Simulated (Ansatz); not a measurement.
**singlet AlClOF+ at 6 levels**

Wanted: a comparison of 6 runs (HF/STO-3G, B2PLYP/6-311+G**, CAM-B3LYP/6-311+G**, PBE0/6-311+G**, wB97X/6-311+G**, MP2/6-311+G**) of singlet AlClOF+. 

The results are computed with Ansatz 0.2.0.

70 further runs of the same task are left out: 2 that didn't finish, 68 set aside as unsound or not needed. Runs told in other sessions of the task aren't counted.

### Step 1. The structure to begin with

The species is AlClOF+ (4 atoms), meant as a singlet with charge +1. SMILES of the parent species: `[O][Al]([F])[Cl]`. The shape is that of a PBE0-D4/def2-TZVP optimisation. That shape belongs to the parent species and isn't relaxed for this state.

Bond lengths: O1–Al2 1.724 Å, Al2–F3 1.632 Å, Al2–Cl4 2.063 Å. Angles: O1–Al2–F3 118.6°, O1–Al2–Cl4 118.4°, F3–Al2–Cl4 122.9°.

### Step 2. The energy at HF/STO-3G (run 1)

File run.yaml:

```yaml
crystal:
  periodic: [false, false, false]
  atoms:
    - {symbol: O, position_ang: [0.993300, 0.591700, 1.294800]}
    - {symbol: Al, position_ang: [0.061900, -0.095200, 0.016700]}
    - {symbol: F, position_ang: [0.278100, -1.671200, -0.348900]}
    - {symbol: Cl, position_ang: [-1.277700, 1.114400, -0.982900]}
basis:
  gaussian: {orbitals: STO-3G}
total_charge: 1
magnetization: {spin_polarized: false}
hamiltonian: {xc: hf}
accuracy: high
output: {orbitals: {seedname: orbitals}}
```

Command:

```console
$ ansatz run run.yaml --threads 1 --pin off --max-ram 3480MiB --events-out events.jsonl --progress --plain --runs-dir runs
```

Standard output:

```text
Warning: RAYON_NUM_THREADS=1 ignored (pool sized by the plan → 1); use --threads N
Functional definition: HF
  name "HF"
  exchange = exact_x
  correlation = 0
525 factors; integrals over basis functions are off by at most 2.7e-8 eV
mean field evaluation 1: about -23539.2978 eV, gradient 3.1e1 eV
mean field evaluation 2: about -23539.3177 eV, gradient 3.1e1 eV
mean field evaluation 4: about -23544.0336 eV, gradient 2.6e0 eV
mean field evaluation 8: about -23544.0951 eV, gradient 2.0e-2 eV
mean field evaluation 16: about -23543.9177 eV, gradient 1.1e0 eV
mean field evaluation 32: about -23543.9357 eV, gradient 3.4e-1 eV
mean field -23544.09142362 eV, -865.2294010595 hartree, gradient 1.3e-8 eV, S^2 0.000000; 2 other end points of the search recorded, 0 dependent functions left out
reference -23544.09142362 eV, -865.2294010595 hartree; 23, 23 occupied and 5, 5 virtual orbitals, 525 factors
Total energy: -23544.09142362 eV, -865.2294010595 hartree
```

Wall time 0.32 s (1 thread of Arm Neoverse V1, shared host).

### Step 3. The energy at B2PLYP/6-311+G(d,p) (run 2)

File molecule.yaml:

```yaml
crystal:
  periodic: [false, false, false]
  atoms:
    - {symbol: O, position_ang: [0.993300, 0.591700, 1.294800]}
    - {symbol: Al, position_ang: [0.061900, -0.095200, 0.016700]}
    - {symbol: F, position_ang: [0.278100, -1.671200, -0.348900]}
    - {symbol: Cl, position_ang: [-1.277700, 1.114400, -0.982900]}
basis:
  gaussian:
    orbitals: 6-311+G_st__st_-spherical.json
total_charge: 1
hamiltonian:
  xc: {name: B2PLYP}
correlation:
  frozen_orbitals: {Al: 5, Cl: 5, F: 1, O: 1}
accuracy: high
output: {orbitals: {seedname: orbitals}}
```

The basis set 6-311+G** is read from a file made from the Basis Set Exchange's data (not shown).

Command:

```console
$ ansatz run molecule.yaml --threads 1 --pin off --max-ram 3480MiB --events-out events.jsonl --progress --plain --runs-dir runs
```

Standard output, cut to the lines that bear on the results:

```text
Warning: RAYON_NUM_THREADS=1 ignored (pool sized by the plan → 1); use --threads N
Functional definition: B2PLYP
  name "B2PLYP"
[...]
1717 factors; integrals over basis functions are off by at most 4.5e-9 eV
[...]
mean field -23858.43606541 eV, -876.7813535750 hartree, gradient 4.5e-8 eV, S^2 0.000000; 4 other end points of the search recorded, 0 dependent functions left out; unrestricted orbitals would lower it
12 core orbitals not correlated: weight in the atoms' cores, before any rotation towards them, 1.000 or more for the frozen orbitals, at most 0.000 for the correlated occupied ones
reference -23858.43609380 eV, -876.7813546183 hartree; 11, 11 occupied and 81, 81 virtual orbitals, 1717 factors
second order -21.29135941 eV of doubles, -0.00000000 eV of singles
Total energy: -23864.18476084 eV, -876.9926142355 hartree
```

Run time: 31 s. Hardware: 1 thread of Arm Neoverse V1, shared host; peak memory 0.38 GiB.

Runs 3 to 5 aren't shown in full; the table further down has their settings and results.

### Step 4. The energy at MP2/6-311+G(d,p) (run 6)

File input.yaml:

```yaml
crystal:
  periodic: [false, false, false]
  atoms:
    - {symbol: O, position_ang: [0.993300, 0.591700, 1.294800]}
    - {symbol: Al, position_ang: [0.061900, -0.095200, 0.016700]}
    - {symbol: F, position_ang: [0.278100, -1.671200, -0.348900]}
    - {symbol: Cl, position_ang: [-1.277700, 1.114400, -0.982900]}
basis:
  gaussian:
    orbitals: 6-311+G_st__st_-spherical.json
correlation:
  method: mp2
  frozen_orbitals: {Al: 5, Cl: 5, F: 1, O: 1}
accuracy: high
total_charge: 1
```

The basis set 6-311+G** is read from a file made from the Basis Set Exchange's data (not shown).

Command:

```console
$ ansatz run input.yaml --threads 1 --pin off --max-ram 3480MiB --events-out events.jsonl --progress --plain --runs-dir runs
```

Standard output, cut to the lines that bear on the results:

```text
Warning: RAYON_NUM_THREADS=1 ignored (pool sized by the plan → 1); use --threads N
Functional definition: HF
  name "HF"
[...]
1717 factors; integrals over basis functions are off by at most 4.5e-9 eV
[...]
mean field -23820.80422337 eV, -875.3984088877 hartree, gradient 2.6e-8 eV, S^2 0.000000; 5 other end points of the search recorded, 0 dependent functions left out; unrestricted orbitals would lower it
unrestricted determinant -23822.96198028 eV, -875.4777049917 hartree, S^2 1.0046
12 core orbitals not correlated: weight in the atoms' cores, before any rotation towards them, 1.000 or more for the frozen orbitals, at most 0.000 for the correlated occupied ones
reference -23820.80422337 eV, -875.3984088877 hartree; 11, 11 occupied and 81, 81 virtual orbitals, 1717 factors
second order -14.68512052 eV of doubles, -0.00000000 eV of singles
Total energy: -23835.48934389 eV, -875.9380771130 hartree
```

It took 12 s on 1 thread of Arm Neoverse V1, shared host; peak memory 0.33 GiB.

### Step 5. Overview of the runs

```tsv
run	level	frozen core orbitals	energy (Eh)	HOMO energy (eV)	LUMO energy (eV)	HOMO–LUMO gap (eV)	wall time
1	HF/STO-3G	–	-865.229401	-16.56	-8.24	8.32	0.32 s
2	B2PLYP/6-311+G**	12	-876.992614	-17.87	-14.39	3.48	31 s
3	CAM-B3LYP/6-311+G**	–	-877.327597	-18.47	-14.70	3.78	21 s
4	PBE0/6-311+G**	–	-876.919477	-17.33	-15.50	1.83	16 s
5	wB97X/6-311+G**	–	-877.293384	-19.28	-13.88	5.41	76 s
6	MP2/6-311+G**	12	-875.938077	–	–	–	12 s
```

### Step 6. Summary of results

| quantity | value |
| --- | --- |
| run 6: total energy | -875.93808 Eh |
| run 6: correlation energy (12 core orbitals frozen) | -539.7 mEh |

In words: Over runs 1, 2, 3, 4, 5 the HOMO–LUMO gap runs from 1.83 eV (PBE0/6-311+G**) to 8.32 eV (HF/STO-3G). The two ends differ in method and basis. Totals of different functionals can't be ranked against each other. In runs 2, 6 the log says that unrestricted orbitals would lower the reference, so the values rest on an unstable closed-shell determinant (other closed-shell runs at this shape may share the fault). In run 1 the basis is minimal, so the values are rough. All runs together took 2.6 min, the longest 76 s.
